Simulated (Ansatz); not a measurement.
# FH7W: the cost of one run

All numbers below are computed with Ansatz 0.2.0 (RKS PBE0-D4/def2-SVP).

## (1) The starting structure

Bond lengths: W1–F2 2.200 Å, W1–H3 1.720 Å, W1–H4 1.720 Å, W1–H5 1.720 Å, W1–H6 1.720 Å, W1–H7 1.720 Å, W1–H8 2.020 Å, W1–H9 2.156 Å. Angles (14 of 28 angles, heavy atoms first): F2–W1–H3 90.0°, F2–W1–H4 90.0°, F2–W1–H5 90.0°, F2–W1–H6 90.0°, F2–W1–H7 180.0°, F2–W1–H8 71.6°, F2–W1–H9 40.9°, H3–W1–H4 90.0°, H3–W1–H5 180.0°, H3–W1–H6 90.0°, H3–W1–H7 90.0°, H3–W1–H8 48.9°, H3–W1–H9 63.1°, H4–W1–H5 90.0°.

Coordinates:

```xyz
9

W     0.0000    0.0000    0.0000
F     0.0000    0.0000    2.2000
H     1.7200    0.0000    0.0000
H     0.0000    1.7200    0.0000
H    -1.7200    0.0000    0.0000
H     0.0000   -1.7200    0.0000
H     0.0000    0.0000   -1.7200
H     1.3275    1.3829    0.6370
H     0.9769    1.0177    1.6302
```

## (2) A restrained relaxation towards end A

Springs on the bonds that form and break draw the guess towards this end; the thresholds are loose.

Contents of input.yaml:

```yaml
crystal:
  periodic: [false, false, false]
  atoms:
    - { symbol: W, position_ang: [0.0, 0.0, 0.0] }
    - { symbol: F, position_ang: [0.0, 0.0, 2.2] }
    - { symbol: H, position_ang: [1.72, 0.0, 0.0] }
    - { symbol: H, position_ang: [0.0, 1.72, 0.0] }
    - { symbol: H, position_ang: [-1.72, 0.0, 0.0] }
    - { symbol: H, position_ang: [0.0, -1.72, 0.0] }
    - { symbol: H, position_ang: [0.0, 0.0, -1.72] }
    - { symbol: H, position_ang: [1.3275, 1.3829, 0.637] }
    - { symbol: H, position_ang: [0.9769, 1.0177, 1.6302] }
basis:
  gaussian: { orbitals: def2-SVP }
hamiltonian:
  xc: pbe0
  dispersion: d4
relax:
  f_tol: 0.15
  max_steps: 25
  restrain:
    - { distance: [0, 7], at: 2.92, k: 30.0 }
    - { distance: [8, 1], at: 2.12, k: 30.0 }
    - { distance: [0, 1], at: 1.85, k: 30.0 }
    - { distance: [8, 7], at: 0.66, k: 30.0 }
```

Run with:

```sh
$ ansatz run input.yaml --threads 1 --pin off --max-ram 2048MiB --backend cpu --events-out ev --progress --plain --runs-dir out
```

Q: Estimate wall time and peak memory on 1 thread of Arm Neoverse V2, shared host.

About 34 s, with a peak of 0.15 GiB.
